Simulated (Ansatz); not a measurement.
Crystal: BiTe.

```
Bi Te
1.0
     2.42271    1.39875    3.31729
    -2.42271    1.39875    3.31729
     0.00000   -2.79750    3.31729
Bi Te
1 1
Direct
  0.50000 0.50000 0.50000
  0.00000 0.00000 0.00000
```

The cell comes from a database or a generator and needn't be the stable form of this composition.

Base run:

| Item | Value |
| --- | --- |
| Program | Ansatz 0.2.0 |
| Functional | PBEsol |
| Potentials or basis | all-electron LAPW, non-relativistic |
| Cutoff | 173 eV |
| Density cutoff | 693 eV |
| Basis error allowed | 0.001 eV/atom |
| k mesh | 7 × 7 × 7 |
| Occupations | fermi-dirac, width 0.05 eV |
| Spin | no spin polarisation |

Its results: pressure -1.0 GPa.

Q: After a change of settings the same cell gave: pressure -2.3 GPa. Which change was it?
A. potentials or basis from all-electron LAPW, non-relativistic to all-electron PAW datasets made for the crystal
B. functional from PBEsol to LDA; potentials or basis from all-electron LAPW, non-relativistic to all-electron LAPW, scalar-relativistic
C. functional from PBEsol to PBE; potentials or basis from all-electron LAPW, non-relativistic to all-electron LAPW, scalar-relativistic

A: A.

Caveats: relativity is left out, which matters for the heavier elements (some runs).

Not every run made on this cell is shown here.
